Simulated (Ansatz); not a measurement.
**Ti3Si: a relaxation**

Aim: relax the cell and atoms of Ti3Si.

Method: DFT r2SCAN, scalar-relativistic, plane waves, PAW, in Ansatz 0.2.0.

2 further runs of the same task are left out: 2 set aside as unsound or not needed.

## (1) Starting point

Symmetry: Fm-3m, No. 225, cubic system. The conventional cell has a = 6.289 Å, b = 6.289 Å, c = 6.289 Å, α = 90.00°, β = 90.00°, γ = 90.00°. Ti (site symmetry -43m) has 4 Ti at 2.72 Å and 4 Si at 2.72 Å as nearest neighbours. Ti (site symmetry m-3m) has 8 Ti at 2.72 Å as nearest neighbours. Si (site symmetry m-3m) is surrounded by 8 Ti at 2.72 Å.

Structure file:

```cif
data_structure
_symmetry_space_group_name_H-M 'P 1'
_symmetry_Int_Tables_number 1
_cell_length_a 4.4468
_cell_length_b 4.4468
_cell_length_c 4.4468
_cell_angle_alpha 60.000
_cell_angle_beta 60.000
_cell_angle_gamma 60.000
_cell_volume 62.18
loop_
_atom_site_label
_atom_site_type_symbol
_atom_site_fract_x
_atom_site_fract_y
_atom_site_fract_z
_atom_site_occupancy
Ti1 Ti 0.75000 0.75000 0.75000 1
Ti2 Ti 0.25000 0.25000 0.25000 1
Ti3 Ti 0.00000 0.00000 0.00000 1
Si1 Si 0.50000 0.50000 0.50000 1
```

Source of the structure: the Materials Project (structure only).

## (2) Probe: one point at the start

The input, input.yaml:

```yaml
crystal:
  lattice:
    - [0.0, 3.144356, 3.144356]
    - [3.144356, 0.0, 3.144356]
    - [3.144356, 3.144356, 0.0]
  atoms:
    - { symbol: Ti, position: [0.75, 0.75, 0.75] }
    - { symbol: Ti, position: [0.25, 0.25, 0.25] }
    - { symbol: Ti, position: [0.0, 0.0, 0.0], spin: 1.0 }
    - { symbol: Si, position: [0.5, 0.5, 0.5] }
basis:
  ecutwfc: 500
kpoints:
  mp_grid: { grid: [6, 6, 6] }
hamiltonian:
  xc: r2scan
scf:
  occupations: { method: gaussian, width: 0.1 }
  lower_state_search: "off"
output:
  forces: true
  stress: true
  eigenvalues: true
  populations: true
magnetization:
  spin_polarized: true
```

On the command line:

```
$ ansatz run input.yaml --threads 1 --pin off --max-ram 2560MiB --backend cpu --events-out ev --progress --plain --runs-dir out
```

Standard output (excerpt; [...] marks lines left out):

```text
Warning: RAYON_NUM_THREADS=1 ignored (pool sized by the plan → 1); use --threads N
[...]
Pseudopotentials: kind: paw
Pseudopotential: Ti, paw, valence charge 12, recommended cutoff 500 eV (meta_gga), Ti.paw.azcp
Pseudopotential: Si, paw, valence charge 4, recommended cutoff 500 eV (meta_gga), Si.paw.azcp
Functional definition: r2SCAN
[...]
Crystal: 4 atoms, lattice volume = 62.176 Å³
Basis set: ecut = 500 eV, 1591 PW (Γ), exchange–correlation on 144×144×144 points (64 copies of the dense FFT grid, shifted against one another)
Bands: 25, of which v1, the nominal top of the filled ones, is band 20 counted from 1 (19 counted from 0)
Symmetry: 48 space group operations
Space group: Fm-3m (ITA 225), of the structure as read, at distance tolerance 4.0e-5 Å
Magnetic group: BNS 225.116 (UNI 1618), of the structure as read, at distance tolerance 4.0e-5 Å
k-points: 16 of 216
[...]
Starting moments: Σ|m| = 1 μB on 1 of 4 sites
[...]
SCF iter   1: F=-8152.354957 eV  HF=-8153.535685 eV  |F-HF|=1.18e0  |Δ(HF+E_count)|=         —  Δρ=3.09e-2 (↑3.09e-2 ↓3.09e-2)  dr2=2.11e0  dr2_τ=2.32e-2  dr2_m=9.80e-2  M=1.221 μB ∫|m|=1.269 μB  β_m=0.30  ethr=3.10e-3  ⟨swp⟩=5.0  Hψ=3537  notcnv=0
[...]
spin=Collinear: Kerker preconditioning applied to the charge; magnetization (m = ρ↑ − ρ↓) channel mixes plain (no charge-response kernel on spin).
[...]
this state was not tested for a lower state beside it, because the mixer in use, unlike msr1, does not test its closes by its own steps (another_mixer; see scf.mixing.algorithm and scf.lower_state_search)
SCF converged after 16 iterations
Magnetization: 1.7265 μB (20.8633 up, 19.1367 down)
Absolute magnetization: 2.1834 μB (∫|ρ↑−ρ↓|, with the PAW one-centre terms)
Spin contamination: 0.2075 ħ² per cell (⟨S²⟩ above its minimum at these occupations)
Per-site moments (μB) at R_I (Å): [(0.10403999200049492, 1.1232755219985844), (0.1040399920004949, 1.1232755219985844), (1.169236921660257, 1.1232755219985844), (-0.054785607964761986, 1.1232755219985844)]
Free energy (F): -8153.678207 eV
[...]
E sigma→0 (E₀):  -8153.673205 eV
Entropy (-TS):   -0.010004 eV (-2.501 meV/atom)
Fermi energy:    13.834457 eV
[...]
--- Forces (eV/Å), atoms counted from 1 ---
  atom   1  Ti     0.00000000    -0.00000000     0.00000000
  atom   2  Ti     0.00000000     0.00000000     0.00000000
  atom   3  Ti    -0.00000000     0.00000000     0.00000000
  atom   4  Si    -0.00000000     0.00000000     0.00000000
[...]
--- Stress (GPa, compression-positive) ---
       -0.881704      -0.000000      -0.000000
        0.000000      -0.881704       0.000000
        0.000000      -0.000000      -0.881704
  P = ⅓ Tr σ = -0.8817 GPa (-8.817 kbar)
--- Band table (eV; the first three rows and the last of 32) ---
[... band rows left out ...]
[...]
--- Löwdin populations: 4 sites ---
  site symbol       q [e]    m [muB]
     0     Ti     11.5948     0.1033
     1     Ti     11.5948     0.1033
     2     Ti     11.7695     1.5003
     3     Si      4.6234    -0.0621
  spilling = 0.010439 (of n_electrons = 40.000000)
```

It took 47 s on 1 thread of AMD EPYC (Zen 3), shared host; peak memory 0.6 GiB.

Site by site:

```csv
atom,moment in the atom's sphere (μB),Löwdin electrons
Ti1,0.10,11.59
Ti2,0.10,11.59
Ti3,1.17,11.77
Si4,-0.05,4.62
```

The Löwdin counts miss 0.42 of the 40 electrons, which the atomic orbitals do not span, so they are no charges.

Read-out: pressure -0.9 GPa, largest force 0.00 eV/Å, gap on this mesh none (metal). By this gap the next run takes a mesh of 12×12×12.

## (3) Relaxing cell and atoms

The input, input.yaml:

```yaml
crystal:
  lattice:
    - [0.0, 3.144356, 3.144356]
    - [3.144356, 0.0, 3.144356]
    - [3.144356, 3.144356, 0.0]
  atoms:
    - { symbol: Ti, position: [0.75, 0.75, 0.75], spin: 0.11 }
    - { symbol: Ti, position: [0.25, 0.25, 0.25], spin: 0.11 }
    - { symbol: Ti, position: [0.0, 0.0, 0.0], spin: 1.29 }
    - { symbol: Si, position: [0.5, 0.5, 0.5] }
basis:
  ecutwfc: 500
kpoints:
  mp_grid: { grid: [12, 12, 12] }
hamiltonian:
  xc: r2scan
scf:
  occupations: { method: gaussian, width: 0.1 }
output:
  forces: true
  stress: true
  eigenvalues: true
  populations: true
magnetization:
  spin_polarized: true
relax:
  adjacent_minimum: "off"
  f_tol: 0.005
  max_steps: 80
  cell: { stress_tol: 0.05 }
```

On the command line:

```
$ ansatz run input.yaml --threads 1 --pin off --max-ram 2560MiB --backend cpu --events-out ev --progress --plain --runs-dir out
```

Standard output:

```text
Warning: RAYON_NUM_THREADS=1 ignored (pool sized by the plan → 1); use --threads N
Engine: ansatz 0.2.0, x86_64-unknown-linux-gnu
[... 4 set-up lines as earlier in the session ...]
  parameter k0 = 0.174
  parameter k1 = 0.065
  parameter a1 = 4.9479
  exchange = r2scan_x(k0 = k0, k1 = k1, a1 = a1)
  correlation = r2scan_c
Crystal: 4 atoms, lattice volume = 62.176 Å³
Basis set: ecut = 500 eV, 1591 PW (Γ), exchange–correlation on 144×144×144 points (64 copies of the dense FFT grid, shifted against one another)
Bands: 25, of which v1, the nominal top of the filled ones, is band 20 counted from 1 (19 counted from 0)
[... 2 set-up lines as earlier in the session ...]
Magnetic group: BNS 225.116 (UNI 1618), of the structure as read, at distance tolerance 4.0e-5 Å
k-points: 72 of 1728
Non-local potential: Ti, projectors of the file, l = 0: 3, l = 1: 2, l = 2: 3, l = 3: 1
Non-local potential: Si, projectors of the file, l = 0: 2, l = 1: 2, l = 2: 2
PAW form: soft (Blöchl's): semilocal exchange-correlation on the pseudo side does not see the compensation charge
PAW frozen core: Ti, regenerated for the run's functional (the file was generated under x = pbe(κ = 0.804, μ = 0.2195149727645171), c = pbe(β = 0.06672455060314922))
PAW frozen core: Si, regenerated for the run's functional (the file was generated under x = pbe(κ = 0.804, μ = 0.2195149727645171), c = pbe(β = 0.06672455060314922))
PAW one-centre angular grid: Ti, 590 points (default); XC on 160 Gauss nodes
PAW one-centre angular grid: Si, 302 points (default); XC on 160 Gauss nodes
Initial density: superposition of atomic densities (chi_scale 0.1, normalization cell)
Starting moments: Σ|m| = 1.51 μB on 3 of 4 sites
Initial wavefunctions: pseudopotential atomic-orbital guess
Functional: x = r2scan, c = r2scan; τ floored in thin density (d = 2e-4 eV/Å³)
SCF iter   1: F=—  HF=-8153.396132 eV  |F-HF|=—  |Δ(HF+E_count)|=         —  Δρ=3.17e-2 (↑3.17e-2 ↓2.62e-2)  dr2=1.77e0  dr2_τ=1.66e-2  dr2_m=6.98e-2  M=1.559 μB ∫|m|=1.619 μB  β_m=1.00  ethr=3.10e-3  ⟨swp⟩=5.0  Hψ=15295  notcnv=0
Mixer restart at iter 1: flushing history
preconditioner: auto → Kerker (q_TF=auto, 2.535 Å⁻¹)  [metal: Δε(μ)=0.007 eV  Ē_g=4.734 eV  σ=0.100 eV  W_gap=0.04  n_scr=14 (ndim 8)  ℏωp=18.8 eV  f_vac=0.000  D(μ)=3.31/eV (n_scr^D=26)]
spin=Collinear: Kerker preconditioning applied to the charge; magnetization (m = ρ↑ − ρ↓) channel mixes plain (no charge-response kernel on spin).
SCF iter   2: F=—  HF=-8153.382121 eV  |F-HF|=—  |Δ(HF+E_count)|=   1.40e-2  Δρ=1.75e-2 (↑1.69e-2 ↓1.75e-2)  dr2=6.41e-1  dr2_τ=2.73e-3  dr2_m=1.02e-2  M=1.732 μB ∫|m|=1.888 μB  β_m=1.00  ethr=3.10e-3  ⟨swp⟩=3.0  Hψ=7807  notcnv=0  defer=20  κ⁻¹=1.0e0(r=1)
SCF iter   3: F=—  HF=-8153.435940 eV  |F-HF|=—  |Δ(HF+E_count)|=   5.38e-2  Δρ=7.97e-3 (↑7.09e-3 ↓7.97e-3)  dr2=1.12e-1  dr2_τ=7.41e-4  dr2_m=8.54e-4  M=1.840 μB ∫|m|=2.147 μB  β_m=1.00  ethr=1.60e-3  ⟨swp⟩=3.4  Hψ=6565  notcnv=0  defer=20  κ⁻¹=9.0e-2(r=2)
SCF iter   4: F=—  HF=-8153.593323 eV  |F-HF|=—  |Δ(HF+E_count)|=         —  Δρ=5.11e-3 (↑4.86e-3 ↓5.11e-3)  dr2=5.25e-2  dr2_τ=3.25e-4  dr2_m=3.24e-4  M=1.855 μB ∫|m|=2.203 μB  β_m=1.00  ethr=2.79e-4  ⟨swp⟩=2.1  Hψ=5191  notcnv=0  defer=21
Mixer restart at iter 4: flushing history
SCF iter   5: F=—  HF=-8153.635548 eV  |F-HF|=—  |Δ(HF+E_count)|=   4.22e-2  Δρ=3.88e-3 (↑3.86e-3 ↓3.88e-3)  dr2=3.34e-2  dr2_τ=1.75e-4  dr2_m=6.29e-5  M=1.848 μB ∫|m|=2.199 μB  β_m=1.00  ethr=1.31e-4  ⟨swp⟩=2.0  Hψ=4133  notcnv=0  defer=21  κ⁻¹=1.0e0(r=1)
SCF iter   6: F=—  HF=-8153.671783 eV  |F-HF|=—  |Δ(HF+E_count)|=   3.62e-2  Δρ=8.07e-4 (↑6.98e-4 ↓8.07e-4)  dr2=7.57e-4  dr2_τ=1.90e-5  dr2_m=1.04e-4  M=1.827 μB ∫|m|=2.178 μB  β_m=1.00  ethr=8.36e-5  ⟨swp⟩=2.2  Hψ=5483  notcnv=0  defer=21  κ⁻¹=7.8e-3(r=2)
SCF iter   7: F=—  HF=-8153.672392 eV  |F-HF|=—  |Δ(HF+E_count)|=   6.09e-4  Δρ=3.37e-4 (↑3.37e-4 ↓3.20e-4)  dr2=1.18e-4  dr2_τ=4.43e-6  dr2_m=8.42e-6  M=1.830 μB ∫|m|=2.173 μB  β_m=1.00  ethr=1.89e-6  ⟨swp⟩=2.9  Hψ=6478  notcnv=0  defer=21  κ⁻¹=8.6e-4(r=3)
SCF iter   8: F=—  HF=-8153.674274 eV  |F-HF|=—  |Δ(HF+E_count)|=   1.88e-3  Δρ=1.57e-4 (↑1.49e-4 ↓1.57e-4)  dr2=3.70e-5  dr2_τ=8.16e-7  dr2_m=1.63e-7  M=1.833 μB ∫|m|=2.173 μB  β_m=1.00  ethr=2.95e-7  ⟨swp⟩=2.0  Hψ=6078  notcnv=0  defer=21  κ⁻¹=2.1e-4(r=4)
SCF iter   9: F=—  HF=-8153.674975 eV  |F-HF|=—  |Δ(HF+E_count)|=   7.00e-4  Δρ=7.76e-5 (↑7.21e-5 ↓7.76e-5)  dr2=1.15e-5  dr2_τ=8.60e-8  dr2_m=4.33e-7  M=1.835 μB ∫|m|=2.174 μB  β_m=1.00  ethr=9.25e-8  ⟨swp⟩=2.0  Hψ=6080  notcnv=0  defer=21  κ⁻¹=5.8e-5(r=5)
SCF iter  10: F=—  HF=-8153.675025 eV  |F-HF|=—  |Δ(HF+E_count)|=   5.08e-5  Δρ=4.37e-5 (↑4.11e-5 ↓4.37e-5)  dr2=5.03e-6  dr2_τ=1.73e-8  dr2_m=2.12e-8  M=1.835 μB ∫|m|=2.176 μB  β_m=1.00  ethr=2.87e-8  ⟨swp⟩=2.0  Hψ=4761  notcnv=0  defer=21  κ⁻¹=2.8e-5(r=6)
SCF iter  11: F=—  HF=-8153.675039 eV  |F-HF|=—  |Δ(HF+E_count)|=   1.39e-5  Δρ=2.23e-5 (↑2.23e-5 ↓1.20e-5)  dr2=4.51e-7  dr2_τ=1.03e-8  dr2_m=9.32e-8  M=1.835 μB ∫|m|=2.177 μB  β_m=1.00  ethr=1.26e-8  ⟨swp⟩=3.0  Hψ=6690  notcnv=0  defer=21  κ⁻¹=3.4e-6(r=7)
SCF iter  12: F=—  HF=-8153.675039 eV  |F-HF|=—  |Δ(HF+E_count)|=   2.66e-7  Δρ=7.86e-6 (↑7.86e-6 ↓6.49e-6)  dr2=3.46e-8  dr2_τ=1.71e-9  dr2_m=9.22e-9  M=1.835 μB ∫|m|=2.177 μB  β_m=1.00  ethr=1.13e-9  ⟨swp⟩=2.0  Hψ=5645  notcnv=0  defer=21  κ⁻¹=8.9e-7(r=8)
SCF iter  13: F=—  HF=-8153.675040 eV  |F-HF|=—  |Δ(HF+E_count)|=   9.11e-7  Δρ=5.08e-6 (↑5.08e-6 ↓4.25e-6)  dr2=2.37e-8  dr2_τ=7.37e-10  dr2_m=2.29e-9  M=1.835 μB ∫|m|=2.176 μB  β_m=1.00  ethr=8.65e-11  ⟨swp⟩=2.0  Hψ=6496  notcnv=0  defer=21  κ⁻¹=1.6e-7(r=8)
SCF iter  14: F=—  HF=-8153.675040 eV  |F-HF|=—  |Δ(HF+E_count)|=   1.59e-7  Δρ=2.95e-6 (↑2.95e-6 ↓2.81e-6)  dr2=1.30e-8  dr2_τ=2.50e-10  dr2_m=2.52e-10  M=1.835 μB ∫|m|=2.176 μB  β_m=1.00  ethr=5.92e-11  ⟨swp⟩=2.0  Hψ=6282  notcnv=0  defer=21  κ⁻¹=1.7e-6(r=8)
SCF iter  15: F=-8153.675040 eV  HF=-8153.675040 eV  |F-HF|=1.03e-9  |Δ(HF+E_count)|=   7.49e-8  Δρ=6.64e-7 (↑6.13e-7 ↓6.64e-7)  dr2=3.48e-10  dr2_τ=1.00e-11  dr2_m=5.60e-11  M=1.835 μB ∫|m|=2.176 μB  ethr=3.25e-11  ⟨swp⟩=2.4  Hψ=10843  notcnv=0
SCF 1 converged in 15 iterations: F = -8153.675040 eV  dr2 = 3.48e-10
relax step   1: F+E_penalty+E_count = -8153.67504024 eV  Δ(F+E_penalty+E_count) = +0.000e0 eV  max|allowed force component| = 1.850e-17 eV/Å  Δτ_max = 0.0000 Å  P = -0.761 GPa  Ω = 62.176 Å³  (15 SCF iters, dr2 threshold 1.00e-7 eV, accepted)
[... 17 lines left out ...]
relax step   2: F+E_penalty+E_count = -8153.67584970 eV  Δ(F+E_penalty+E_count) = -8.095e-4 eV  max|allowed force component| = 1.203e-16 eV/Å  Δτ_max = 0.0000 Å  P = +0.456 GPa  Ω = 61.615 Å³  energy of the carried Pulay correction = +2.581e-4 eV  (8 SCF iters, dr2 threshold 4.00e-7 eV, accepted)
[... 12 lines left out ...]
relax step   3: F+E_penalty+E_count = -8153.67604661 eV  Δ(F+E_penalty+E_count) = -1.969e-4 eV  max|allowed force component| = 1.388e-16 eV/Å  Δτ_max = 0.0000 Å  P = -0.004 GPa  Ω = 61.824 Å³  energy of the carried Pulay correction = +1.617e-4 eV  (7 SCF iters, dr2 threshold 4.00e-7 eV, accepted)
[... 14 lines left out ...]
relax step   4: F+E_penalty+E_count = -8153.67588846 eV  Δ(F+E_penalty+E_count) = +1.581e-4 eV  max|allowed force component| = 1.203e-16 eV/Å  Δτ_max = 0.0000 Å  P = -0.006 GPa  Ω = 61.824 Å³  stress off target by 6.14e-3 GPa  SCF on the basis re-selected at this cell (its energy is not comparable with the rows above)  (10 SCF iters)
basis re-selected at this cell: Δ(F+E_penalty+E_count) = +1.581e-4 eV, ΔP = -0.002 GPa vs the last step (what re-selecting the basis moved, of the pressure what is left beyond the Pulay correction that the steps carried, after the strain that the cell walked since its last selection, with what the two solves' SCF thresholds leave and, on support functions, any second-order correction that the steps lacked; it is no measure of the basis error at this ecutwfc). This SCF's stress stands 6.14e-3 GPa from its target on what of the cell is left free (relax.cell.stress_tol is 5.00e-2 GPa) and its largest allowed force component is 1.20e-16 eV/Å (relax.f_tol is 5.00e-3 eV/Å): within both
SCF converged after 10 iterations
Stability not checked: this state was not tested for a lower state beside it, because the mixer in use, unlike msr1, does not test its closes by its own steps (another_mixer; see scf.mixing.algorithm and scf.lower_state_search)
Magnetization: 1.8305 μB (20.9152 up, 19.0848 down)
Absolute magnetization: 2.2256 μB (∫|ρ↑−ρ↓|, with the PAW one-centre terms)
Spin contamination: 0.1913 ħ² per cell (⟨S²⟩ above its minimum at these occupations)
Per-site moments (μB) at R_I (Å): [(0.13909899663098552, 1.1211509661885164), (0.13909899663098596, 1.1211509661885175), (1.1725243851861087, 1.1211509661885164), (-0.05532640062330469, 1.1211509661885173)]
Free energy (F): -8153.675888 eV
Harris-Foulkes:  -8153.675888 eV  (|F-HF|=5.46e-12)
Internal energy: -8153.666874 eV  (E = F + TS)
E sigma→0 (E₀):  -8153.671381 eV
Entropy (-TS):   -0.009014 eV (-2.254 meV/atom)
Fermi energy:    13.949027 eV
--- Per-component energies (eV) ---
  E_band       = -458.227931
  E_kinetic    = 866.315137
  E_local      = -2596.869455  (includes V_loc(G=0)·N_el)
  E_nonlocal   = 49.021394
  E_hartree    = 1096.853095
  E_xc         = -333.101485
  E_vxc        = -452.853566  (∫ρ·V_xc dr)
  E_paw        = -3692.543311  (= ΣΔE_a)
  E_vpaw       = -547.363753  (= ΣTr[D̂ρ^β])
  E_aug_tail   = 0.000295  (compensation charges beyond the density's cutoff)
  E_vtau       = 29.815883  (kinetic-family band-sum trace: ∫τ·v_τ [+ j·A + Jᵃ·Aᵃ] dr)
  E_ewald      = -3542.505740
  E_core_change = -0.836804  (= ΣΔE_core)
  E_smearing   = -0.009014  (= −TS)
  E_closure    = -0.000000  (closes the sum)
  Σ components = -8153.675888   (vs F -8153.675888, Δ=0.00e0)
--- Forces (eV/Å), atoms counted from 1 ---
  atom   1  Ti    -0.00000000    -0.00000000    -0.00000000
  atom   2  Ti     0.00000000     0.00000000     0.00000000
  atom   3  Ti     0.00000000    -0.00000000    -0.00000000
  atom   4  Si     0.00000000    -0.00000000    -0.00000000
  max |Σ_I F_I| component: 5.55e-17 eV/Å
--- Stress (GPa, compression-positive) ---
       -0.006136       0.000000       0.000000
        0.000000      -0.006136       0.000000
        0.000000       0.000000      -0.006136
  P = ⅓ Tr σ = -0.0061 GPa (-0.061 kbar)
--- Band table (eV; the first three rows and the last of 144) ---
  k-point 0 ↑: bands = ["-45.3319", "-45.1121", "-45.0564", "-20.6999", "-20.6999", "-20.6999", "-20.4616", "-20.4616", "-20.4616", "-20.1476", "-20.1476", "-20.1476", "3.7093", "10.7499", "10.7499", "10.7499", "11.5997", "11.5997", "12.9771", "12.9771", "12.9771", "15.9378", "16.1269", "16.1269", "16.1269"]
[... 3 lines left out ...]
--- Relaxed structure (3 steps of the walk, 3 accepted, 1 SCFs on fresh bases) ---
  F+E_penalty+E_count = -8153.67588846 eV   max|allowed force component| = 1.203e-16 eV/Å   (the final SCF, on the basis selected at the relaxed cell)
  cell:  # Å, volume = 61.8242 Å³
    - [-9.9518985017492e-35, 3.1384087860904226, 3.1384087860904226]
    - [3.1384087860904226, -7.324597297287412e-35, 3.1384087860904226]
    - [3.1384087860904226, 3.1384087860904226, -5.015756844881597e-35]
  atoms:
    - { symbol: Ti, position: [0.7500000000000002, 0.7500000000000002, 0.7500000000000002] }
    - { symbol: Ti, position: [0.25, 0.25, 0.25] }
    - { symbol: Ti, position: [1.892142219571153e-35, -1.624969345574805e-35, -1.2780433748631286e-35] }
    - { symbol: Si, position: [0.5, 0.5, 0.5] }
--- Löwdin populations: 4 sites ---
  site symbol       q [e]    m [muB]
     0     Ti     11.5960     0.1516
     1     Ti     11.5960     0.1516
     2     Ti     11.7674     1.5006
     3     Si      4.6202    -0.0646
  spilling = 0.010507 (of n_electrons = 40.000000)
```

Wall time 7.6 min (1 thread of AMD EPYC (Zen 3), shared host); peak memory 0.78 GiB.

The steps of the relaxation:

| step | E - E(step 1) (eV/cell) | largest force component (eV/Å) | pressure (GPa) | volume (Å³) |
| --- | --- | --- | --- | --- |
| 1 | 0.0000 | 0.0000 | -0.76 | 62.18 |
| 2 | -0.0008 | 0.0000 | 0.46 | 61.62 |
| 3 | -0.0010 | 0.0000 | 0.00 | 61.82 |
| 4 | -0.0008 | 0.0000 | -0.01 | 61.82 |

Step 1 is the start. Step 4 repeats the geometry before it on a plane-wave basis chosen anew for that cell, so its energy need not be comparable with the rows above.

Lengths and angles in the start's conventional setting:

|  | before | after | change |
| --- | --- | --- | --- |
| a (Å) | 6.289 | 6.277 | -0.2 % |
| b (Å) | 6.289 | 6.277 | -0.2 % |
| c (Å) | 6.289 | 6.277 | -0.2 % |
| volume (Å³/atom) | 15.54 | 15.46 | -0.6 % |
| shortest distance (Å) | 2.723 | 2.718 | -0.2 % |
| space group (0.01 Å) | Fm-3m | Fm-3m | same |

Forces and stress were held to the start's 48 operations: a distortion of lower symmetry was not tested.

Site by site:

| atom | moment in the atom's sphere (μB) | Löwdin electrons |
| --- | --- | --- |
| Ti1 | 0.14 | 11.60 |
| Ti2 | 0.14 | 11.60 |
| Ti3 | 1.17 | 11.77 |
| Si4 | -0.06 | 4.62 |

The Löwdin counts miss 0.42 of the 40 electrons, which the atomic orbitals do not span, so they are no charges.

## (4) Outcome

```
                                                               quantity                                                                      value
                                            relaxed cell (conventional)  a = 6.277 Å, b = 6.277 Å, c = 6.277 Å, α = 90.00°, β = 90.00°, γ = 90.00°
                                                   space group (0.01 Å)                                                            Fm-3m (No. 225)
                                                                 volume                                                              15.46 Å³/atom
formation energy (elements from runs with the same settings, not shown)                                                              -0.37 eV/atom
                                                           total moment                                                               1.83 μB/cell
                                                        gap on the mesh                                                               none (metal)
```

**Reading.** The cell shrank by 0.6 % in volume on relaxing. Other magnetic orders or occupations could lie lower; they were not searched in full.
